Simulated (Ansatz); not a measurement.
**Sn: single point with PBEsol**

Sheet: Sn, a sheet with vacuum.

```
Sn
1.0
     2.96705    0.00000    0.00000
     0.00000    2.96703    0.00000
     0.00000    0.00000   23.80000
Sn
1
Direct
  0.00000 0.00000 0.29412
```

The cell was built by a generator and needn't be a form met in nature.

| Property | Result |
| --- | --- |
| Program | Ansatz 0.2.0 |
| Task | single point |
| Functional | PBEsol |
| Potentials or basis | all-electron LAPW, scalar-relativistic |
| Cutoff | 205 eV (chosen from the basis error) |
| Basis error allowed | 0.002 eV/atom |
| k mesh | 9 × 9 × 1 |
| Occupations | fermi-dirac, width 0.05 eV |
| Spin | no spin polarisation |

The band gap on the k mesh is none (metal or under the smearing width) and the work function is 4.43 eV.

Stress tensor (GPa, compression positive):
```
-0.19  0.00  0.00
 0.00 -0.19  0.00
 0.00  0.00  0.00
```

Levels at points of the mesh, in eV from the Fermi level:
```tsv
k point	band 9	band 10	band 11	band 12	band 13	band 14
(0.00, 0.00, 0.00)	-20.95	-9.55	-1.95	3.27	4.24	4.52
```

Wall time 5.7 s on 2 threads of AMD EPYC 7R43 64-Core Processor (Zen 3) (shared host), peak memory 0.42 GiB.
